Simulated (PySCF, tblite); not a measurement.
# C5H8BNO3: geometry, infrared bands and NMR shifts

Wanted: the infrared bands and NMR shifts of C5H8BNO3 (`CN(C)C(=O)C#CB(O)O`), by calculation.

The runs use tblite 0.8.0 and PySCF 2.14.0, with density-fitted response routines of our own; the level of theory stands in each step. All values are computed, except where a source is named. Atoms count from 0, in the outputs and in this text.

**1. The starting structure**

18 atoms, charge 0, multiplicity 1; geometry from: force field or distance geometry start.

Bonds of the start (Å): C0–N1 1.45, N1–C2 1.44, N1–C3 1.42, C3–O4 1.26, C3–C5 1.43, C5–C6 1.19, C6–B7 1.56, B7–O8 1.46, B7–O9 1.48, C0–H10 1.11, C0–H11 1.13, C0–H12 1.10, C2–H13 1.11, C2–H14 1.09, C2–H15 1.13, O8–H16 0.99, O9–H17 1.01.

**2. Relaxing the molecule with GFN2-xTB**

The job: settings as JSON, then the geometry in Å.

```
{"job": {"kind": "relax", "xc": "GFN2-xTB", "basis": "xTB"}, "charge": 0, "multiplicity": 1}
C     -3.066100    -0.643100     0.076700
N     -1.732800    -0.093600    -0.066400
C     -1.500500     1.141300    -0.770200
C     -0.679500    -0.840700     0.535600
O     -0.964600    -1.904700     1.145700
C      0.695700    -0.450700     0.498400
C      1.844700    -0.126800     0.452000
B      3.351400     0.270200     0.388500
O      3.945100     0.578100    -0.904300
O      4.283300    -0.277800     1.394100
H     -3.023400    -1.744100    -0.038000
H     -3.365700    -0.388900     1.136900
H     -3.809600    -0.177100    -0.587700
H     -1.564300     1.966800    -0.028400
H     -0.573400     1.174900    -1.349000
H     -2.351000     1.312600    -1.496600
H      4.633000     1.287900    -0.868600
H      3.869100    -1.078000     1.844900
```

On the command line:

```
$ OMP_NUM_THREADS=1 python probes_run.py task.json out
```

The driver reads the jobs from task.json and runs them one after another.

Output:

```text
step      E/eV     max force
  0    -846.81786    3.306
  1    -847.33149    4.177
  2    -847.56425    3.601
  3    -847.75621    1.411
  4    -847.85406    1.016
  5    -847.94985    0.794
  6    -848.03291    0.905
  7    -848.08425    0.870
  8    -848.15751    0.599
  9    -848.18770    0.441
 10    -848.20090    0.377
 11    -848.21039    0.245
 12    -848.21583    0.190
 13    -848.22112    0.181
 14    -848.22461    0.168
 15    -848.22906    0.178
 16    -848.23251    0.128
 17    -848.23556    0.123
 18    -848.23813    0.116
 19    -848.24056    0.109
 20    -848.24281    0.126
 21    -848.24500    0.109
 22    -848.24700    0.116
 23    -848.24874    0.129
 24    -848.25032    0.111
 25    -848.25194    0.109
 26    -848.25383    0.111
 27    -848.25590    0.110
 28    -848.25782    0.102
 29    -848.25953    0.090
 30    -848.26121    0.099
 31    -848.26300    0.087
 32    -848.26491    0.089
 33    -848.26686    0.086
 34    -848.26880    0.116
 35    -848.27077    0.110
 36    -848.27264    0.096
 37    -848.27419    0.092
 38    -848.27563    0.094
 39    -848.27725    0.108
 40    -848.27894    0.124
 41    -848.28052    0.127
 42    -848.28218    0.101
 43    -848.28397    0.129
 44    -848.28608    0.125
 45    -848.28784    0.099
 46    -848.28932    0.114
 47    -848.29094    0.146
 48    -848.29414    0.165
 49    -848.29740    0.156
 50    -848.30067    0.142
 51    -848.30333    0.142
 52    -848.30617    0.153
 53    -848.30840    0.156
 54    -848.31093    0.104
 55    -848.31257    0.087
 56    -848.31401    0.093
 57    -848.31526    0.091
 58    -848.31616    0.070
 59    -848.31688    0.070
 60    -848.31761    0.073
 61    -848.31829    0.073
 62    -848.31889    0.053
 63    -848.31929    0.038
 64    -848.31958    0.041
 65    -848.32005    0.061
 66    -848.32052    0.062
 67    -848.32085    0.041
 68    -848.32106    0.029
 69    -848.32126    0.039
 70    -848.32155    0.057
 71    -848.32190    0.057
 72    -848.32224    0.048
 73    -848.32252    0.039
 74    -848.32275    0.038
 75    -848.32295    0.040
 76    -848.32311    0.031
 77    -848.32322    0.031
 78    -848.32332    0.027
 79    -848.32342    0.031
 80    -848.32353    0.026
 81    -848.32364    0.023
 82    -848.32375    0.024
 83    -848.32385    0.026
 84    -848.32392    0.022
 85    -848.32398    0.016
 86    -848.32404    0.023
 87    -848.32412    0.027
 88    -848.32423    0.026
 89    -848.32435    0.024
 90    -848.32449    0.032
 91    -848.32464    0.032
 92    -848.32481    0.047
 93    -848.32496    0.026
 94    -848.32514    0.022
 95    -848.32528    0.019
 96    -848.32533    0.018
 97    -848.32543    0.017
 98    -848.32555    0.021
 99    -848.32567    0.021
100    -848.32576    0.027
101    -848.32584    0.028
102    -848.32594    0.024
103    -848.32606    0.029
104    -848.32617    0.022
105    -848.32624    0.019
106    -848.32630    0.035
107    -848.32634    0.031
108    -848.32639    0.015
109    -848.32642    0.011
110    -848.32643    0.010
```

Run time: 2.1 s. Hardware: 1 thread of Intel Xeon at 2.70GHz, shared host; peak memory 0.18 GiB.

Along the way: (not every step is listed)

```tsv
step	energy from step 0 (eV)	largest force (eV/Å)
0	0.0000	3.3062
1	-0.5136	4.1774
2	-0.7464	3.6013
3	-0.9384	1.4106
4	-1.0362	1.0164
5	-1.1320	0.7939
6	-1.2151	0.9046
7	-1.2664	0.8701
8	-1.3397	0.5986
17	-1.4177	0.1232
26	-1.4360	0.1107
35	-1.4529	0.1101
44	-1.4682	0.1251
53	-1.4905	0.1560
62	-1.5010	0.0530
71	-1.5040	0.0571
80	-1.5057	0.0257
89	-1.5065	0.0239
98	-1.5077	0.0209
105	-1.5084	0.0194
106	-1.5084	0.0350
107	-1.5085	0.0314
108	-1.5085	0.0153
109	-1.5086	0.0112
110	-1.5086	0.0095
```

Close pairs (by a distance rule), those that changed most:

```tsv
bond	before (Å)	after (Å)	change (Å)
B7–O9	1.476	1.359	-0.117
B7–O8	1.456	1.347	-0.108
N1–C3	1.425	1.354	-0.071
O9–H17	1.008	0.955	-0.052
C3–O4	1.259	1.219	-0.040
C2–H15	1.132	1.093	-0.038
C0–H11	1.131	1.093	-0.038
O8–H16	0.989	0.958	-0.031
```

The final coordinates are the input of the step that follows.

**3. Vibrational analysis with GFN2-xTB**

The job: settings as JSON, then the geometry in Å.

```
{"job": {"kind": "ir", "xc": "GFN2-xTB", "basis": "xTB"}, "charge": 0, "multiplicity": 1}
C     -3.064667    -0.562635     0.122412
N     -1.684726    -0.164637     0.003958
C     -1.442345     1.125641    -0.583970
C     -0.712310    -0.990673     0.456183
O     -0.932003    -2.079178     0.959750
C      0.640102    -0.498626     0.308140
C      1.814570    -0.221831     0.252392
B      3.307330     0.145273     0.203489
O      3.739937     0.957468    -0.780407
O      4.193671    -0.318824     1.123349
H     -3.095714    -1.540111     0.600727
H     -3.619004     0.158361     0.728304
H     -3.528603    -0.625220    -0.864990
H     -1.869242     1.914890     0.042652
H     -0.372131     1.292624    -0.687433
H     -1.909634     1.178989    -1.570943
H      4.680695     1.134410    -0.746882
H      3.845315    -0.899606     1.796972
```

Output:

```text
mode    cm-1     km/mol
  1      12.7      6.62
  2      50.2      5.26
  3      60.4      0.68
  4     117.5      0.39
  5     120.5      0.30
  6     147.9      0.07
  7     158.3      0.23
  8     221.0      1.32
  9     270.2      6.59
 10     282.6      5.60
 11     311.7     11.42
 12     379.5      6.99
 13     450.6      6.82
 14     478.2     18.98
 15     541.6     15.51
 16     558.3     11.46
 17     565.7     63.87
 18     631.0    287.76
 19     657.6     75.70
 20     671.8     14.26
 21     829.5     14.09
 22     948.8    180.77
 23     952.8    136.40
 24    1009.5     50.84
 25    1046.9      2.59
 26    1093.8      0.13
 27    1127.8      1.74
 28    1140.2     62.95
 29    1248.4    655.45
 30    1272.3     32.29
 31    1296.0    436.64
 32    1393.3     70.26
 33    1394.9     22.09
 34    1418.1     47.23
 35    1458.7      0.43
 36    1466.9     20.99
 37    1477.9      5.69
 38    1496.2     23.07
 39    1691.0    559.61
 40    2299.0      7.21
 41    2942.8     34.80
 42    2957.2     33.14
 43    2969.9     22.55
 44    2977.8     74.03
 45    3035.6      2.47
 46    3041.5      9.59
 47    3618.6     26.54
 48    3659.9     19.23
```

Run time: 0.83 s. Hardware: 1 thread of Intel Xeon at 2.70GHz, shared host; peak memory 0.18 GiB.

The strongest bands and the atoms that carry them (share of the mass-weighted mode):

```tsv
cm⁻¹	km/mol	atoms
631	287.8	H16 68 %, B7 12 %, O8 11 %
658	75.7	C3 73 %, C5 13 %
949	180.8	H17 63 %, H16 20 %, O9 13 %
953	136.4	H16 42 %, O8 26 %, H17 14 %, O9 11 %
1248	655.5	B7 64 %, O9 15 %
1296	436.6	B7 68 %, O8 18 %
1691	559.6	C3 63 %, O4 33 %
2978	74.0	H12 44 %, H11 43 %
```

**4. NMR shieldings: PBE0/pcSseg-1**

The job, as its differences from that of step 3:

```diff
@@ -1,2 +1,2 @@
-{"job": {"kind": "ir", "xc": "GFN2-xTB", "basis": "xTB"}, "charge": 0, "multiplicity": 1}
+{"job": {"kind": "nmr", "xc": "PBE0", "basis": "pcSseg-1"}, "charge": 0, "multiplicity": 1}
 C     -3.064667    -0.562635     0.122412
```

With the program's defaults for keys left out, this is: GIAO PBE0/pcSseg-1 NMR shielding, non-relativistic, gas phase.

Output:

```text
coarse grid: 15800 points
cycle   1  E = -499.7169610035  dE =  1.751e+00  |g| = 1.192e+00  |ddm| = 4.161e+00
cycle   2  E = -498.9162654342  dE =  8.007e-01  |g| = 2.333e+00  |ddm| = 4.232e+00
cycle   3  E = -499.9452449419  dE = -1.029e+00  |g| = 4.432e-01  |ddm| = 3.580e+00
cycle   4  E = -499.9830063587  dE = -3.776e-02  |g| = 1.180e-01  |ddm| = 4.891e-01
cycle   5  E = -499.9850681889  dE = -2.062e-03  |g| = 4.223e-02  |ddm| = 1.146e-01
cycle   6  E = -499.9854719852  dE = -4.038e-04  |g| = 1.414e-02  |ddm| = 4.816e-02
cycle   7  E = -499.9855081127  dE = -3.613e-05  |g| = 5.892e-03  |ddm| = 1.154e-02
cycle   8  E = -499.9855149461  dE = -6.833e-06  |g| = 2.276e-03  |ddm| = 5.132e-03
final grid: 154840 points
cycle   9  E = -500.0717836985  dE = -2.526e-05  |g| = 1.474e-02  |ddm| = 4.478e-02
cycle  10  E = -500.0716464349  dE =  1.373e-04  |g| = 3.001e-02  |ddm| = 4.355e-02
cycle  11  E = -500.0718254233  dE = -1.790e-04  |g| = 3.206e-03  |ddm| = 3.146e-02
cycle  12  E = -500.0718274723  dE = -2.049e-06  |g| = 4.383e-04  |ddm| = 2.381e-03
cycle  13  E = -500.0718275015  dE = -2.915e-08  |g| = 1.524e-04  |ddm| = 4.134e-04
cycle  14  E = -500.0718275062  dE = -4.783e-09  |g| = 4.721e-05  |ddm| = 1.500e-04
cycle  15  E = -500.0718275066  dE = -3.882e-10  |g| = 2.614e-05  |ddm| = 6.044e-05
converged SCF energy = -500.0718275066

GIAO shielding tensors (ppm)
atom      isotropic    diamagn.    paramagn.     s11        s22        s33       span
  0 C      154.126     242.518     -88.392    125.438    151.958    184.982     59.544
  1 N      137.802     334.888    -197.086     16.761    175.574    221.070    204.309
  2 C      147.791     249.121    -101.330    129.539    129.993    183.842     54.304
  3 C       31.136     249.189    -218.053    -58.184     71.027     80.565    138.749
  4 O      -93.283     403.354    -496.637   -394.507   -206.320    320.977    715.484
  5 C       90.403     262.678    -172.276     -7.329      7.653    270.884    278.213
  6 C       90.452     262.598    -172.146     12.711     22.678    235.967    223.256
  7 B       80.870     196.555    -115.685     63.389     82.750     96.470     33.082
  8 O      214.256     385.931    -171.676    105.823    255.434    281.510    175.687
  9 O      200.525     383.605    -183.080     72.016    264.231    265.329    193.313
 10 H       26.850      29.178      -2.328     21.656     27.400     31.494      9.838
 11 H       29.485      27.689       1.795     24.686     27.361     36.408     11.722
 12 H       29.469      27.744       1.725     24.601     27.374     36.431     11.831
 13 H       28.896      31.208      -2.312     25.141     26.379     35.169     10.027
 14 H       27.182      32.115      -4.933     21.694     28.034     31.819     10.126
 15 H       28.939      31.160      -2.221     25.022     26.608     35.186     10.165
 16 H       27.415      27.249       0.166     21.659     23.317     37.269     15.611
 17 H       26.962      32.884      -5.921     21.293     24.367     35.227     13.934
```

Wall time 67 s (1 thread of Intel Xeon at 2.70GHz, shared host); peak memory 0.92 GiB.

The references, computed at this level on geometries of the same kind, shield at (ppm): 1H TMS 31.72, 13C TMS 186.9, 15N NH3 267.7, 17O H2O 336.1, 11B BF3·OEt2 100.1. Their shielding less the atom's gives the shift. The references are single molecules in the gas phase, so shifts against H2O, NH3, PH3, H3PO4 or CFCl3 are not on the usual liquid scales and can be off by tens of ppm. Atoms listed in one row are averaged.

```tsv
atoms	environment	σ (ppm)	δ (ppm)	δ scaled to CDCl3
C3	amide carbonyl carbon	31.1	155.8	150.1
C5	alkyne carbon	90.4	96.5	92.3
C6	alkyne carbon	90.5	96.5	92.2
C2	methyl carbon bonded to N	147.8	39.1	36.3
C0	methyl carbon bonded to N	154.1	32.8	30.1
H16, H17	hydrogen on an oxygen bonded to B	27.19	4.53	–
H13, H14, H15	hydrogen on a methyl carbon bonded to N	28.34	3.38	3.29
H10, H11, H12	hydrogen on a methyl carbon bonded to N	28.60	3.12	3.04
N1	amide-type nitrogen	137.8	129.9	–
O4	amide-type carbonyl oxygen	-93.3	429.4	–
O8, O9	oxygen bonded to B, H	207.4	128.7	–
B7	boron bonded to C, 2 O	80.9	19.2	–
```

The scaled column applies a straight-line fit of computed shieldings to shifts measured in CDCl3 (root-mean-square error 0.16 ppm for H, 1.9 ppm for C).

The run also stored atomic charges by several schemes (e):

```tsv
atoms	Mulliken	IAO	Hirshfeld	ESP fit
C0	-0.06	-0.32	-0.06	-0.41
N1	-0.70	-0.16	-0.03	0.02
C2	-0.05	-0.31	-0.06	-0.42
C3	0.45	0.40	0.17	0.60
O4	-0.42	-0.49	-0.28	-0.53
C5	-0.06	-0.06	-0.03	-0.19
C6	-0.15	-0.16	-0.11	-0.28
B7	0.51	0.49	0.26	0.79
O8, O9	-0.40	-0.54	-0.25	-0.71
```

Mayer bond orders: C0–N1 0.94, N1–C2 0.94, N1–C3 1.13, C3–O4 1.86, C3–C5 0.98, C5–C6 2.44, C6–B7 0.95, B7–O8 1.28, B7–O9 1.23.

**5. What came out**

```
                                                               quantity                              value
                              strongest single infrared mode (GFN2-xTB)              1248 cm⁻¹, 655 km/mol
                                           zero-point energy (GFN2-xTB)                      82.8 kcal/mol
                                 13C shifts against TMS (PBE0/pcSseg-1)  155.8, 96.5, 96.5, 39.1, 32.8 ppm
 1H shifts against TMS (PBE0/pcSseg-1, means over atoms taken as alike)               4.53, 3.38, 3.12 ppm
                                 15N shifts against NH3 (PBE0/pcSseg-1)                          129.9 ppm
17O shifts against H2O (PBE0/pcSseg-1, means over atoms taken as alike)                   429.4, 128.7 ppm
                            11B shifts against BF3·OEt2 (PBE0/pcSseg-1)                           19.2 ppm
```

In words: Over 110 steps the energy fell by 1.509 eV; of the close pairs, B7–O9 changed most, 1.476 to 1.359 Å. All 48 modes are real, so the xTB geometry is a minimum. The strongest single mode, at 1248 cm⁻¹, moves mainly B7. GFN2-xTB is a fitted tight-binding method: band positions and strengths are rough. Its intensities can rank the bands wrongly. C3 (amide carbonyl carbon) lies farthest downfield among carbon, at 155.8 ppm; it is a carbonyl in resonance with an O or N lone pair, the region of acids, esters and amides. At PBE0/pcSseg-1: The widest tensor belongs to O4: span 715 ppm, with a paramagnetic part of -497 ppm.
